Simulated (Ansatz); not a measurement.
# Al3Au: single point with PBE

Al3Au:

```
Au Al
1.0
    -2.02533    2.02533    4.05660
     2.02533   -2.02533    4.05660
     2.02533    2.02533   -4.05660
Au Al
1 3
Cartesian
  0.0000 0.0000 0.0000
  0.0000 0.0000 4.0566
  2.0253 0.0000 2.0283
  0.0000 2.0253 2.0283
```

The cell comes from a database or a generator and needn't be the stable form of this composition.

```
Program             : Ansatz 0.2.0
Task                : single point
Functional          : PBE
Potentials or basis : PseudoDojo stringent (PBE files)
Cutoff              : 1034 eV
Density cutoff      : 4136 eV
k mesh              : 9 × 9 × 9
Occupations         : fermi-dirac, width 0.05 eV
Spin                : no spin polarisation
```

| Property | Result |
| --- | --- |
| Pressure | 0.1 GPa |
| Band gap on the k mesh | none (metal or under the smearing width) |

Stress tensor (GPa, compression positive):
```
 0.26  0.00  0.00
 0.00  0.26  0.00
 0.00  0.00 -0.15
```

Levels at points of the mesh, in eV from the Fermi level:
```
           k point  band 12  band 13  band 14  band 15  band 16  band 17
(0.00, 0.00, 0.00)     0.03     0.03     0.37     0.72     0.82     0.82
```

Run time: 12 s on 2 threads of Intel(R) Xeon(R) Platinum 8375C CPU @ 2.90GHz (Ice Lake) (shared host), peak memory 0.63 GiB.

Spin-orbit coupling is left out, which matters for the levels of Au.
